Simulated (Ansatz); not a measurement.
# In3SbAs2: the cost of one run

Program: Ansatz 0.2.0. Level of theory: reference: DFT, PBEsol, plane waves, PAW. These are calculated values, not measurements.

3 further runs of the same task are left out: 1 for a known fault of the program, 2 that didn't finish.

**1. Starting point**

It takes space group Imm2 (No. 44, orthorhombic). Conventional cell: a = 4.427 Å, b = 13.281 Å, c = 6.252 Å, α = 90.00°, β = 90.00°, γ = 90.00°. As (site symmetry m) is surrounded by 4 In at 2.65 to 2.67 Å. In (site symmetry m) has 3 As at 2.65 to 2.67 Å and 1 Sb at 2.83 Å as nearest neighbours. Sb (site symmetry mm2) is surrounded by 4 In at 2.80 to 2.83 Å. Around In (site symmetry mm2) lie 2 As at 2.65 Å and 2 Sb at 2.80 Å.

As a file:

```cif
data_structure
_symmetry_space_group_name_H-M 'Imm2'
_symmetry_Int_Tables_number 44
_cell_length_a 4.4275
_cell_length_b 13.2812
_cell_length_c 6.2520
_cell_angle_alpha 90.000
_cell_angle_beta 90.000
_cell_angle_gamma 90.000
_cell_volume 367.63
loop_
_atom_site_label
_atom_site_type_symbol
_atom_site_symmetry_multiplicity
_atom_site_Wyckoff_symbol
_atom_site_fract_x
_atom_site_fract_y
_atom_site_fract_z
_atom_site_occupancy
As1 As 4 d 0.00000 0.33173 0.00072 1
In1 In 4 d 0.50000 0.32525 0.23927 1
Sb1 Sb 2 a 0.00000 0.00000 0.99795 1
In2 In 2 b 0.50000 0.00000 0.27207 1
```

**2. The reference run**

The input, input.yaml:

```yaml
crystal:
  lattice:
    - [-2.2137428123, 6.640599904, 3.1259823306]
    - [2.2137428123, -6.640599904, 3.1259823306]
    - [2.2137428123, 6.640599904, -3.1259823306]
  atoms:
    - { symbol: As, position: [0.3324505953, 0.0007186209, 0.3317319743] }
    - { symbol: In, position: [0.5645207671, 0.7392722357, 0.8252485314] }
    - { symbol: As, position: [0.6689866466, 0.0007186209, 0.6682680257] }
    - { symbol: In, position: [0.9140237043, 0.7392722357, 0.1747514686] }
    - { symbol: Sb, position: [-0.0020519379, -0.0020519379, 0.0] }
    - { symbol: In, position: [0.2720702246, 0.7720702246, 0.5] }
kpoints:
  mp_grid: { grid: [6, 6, 6] }
hamiltonian:
  xc: pbesol
scf:
  occupations: { method: fermi_dirac, width: 0.02 }
  n_extra_bands: 5
output:
  forces: true
  stress: true
  eigenvalues: true
  write_density: true
  write_potential: true
  elf: true
  volumetric_format: npy
```

The run is started by

```console
> ansatz run input.yaml --threads 4 --pin off --max-ram 4608MiB --backend cpu --events-out ev --progress --plain --runs-dir out
```

**Question.** How long does this run take on 4 threads of Arm Neoverse N1, shared host, and how much memory does it need?

About 29 s, with a peak of 0.68 GiB.
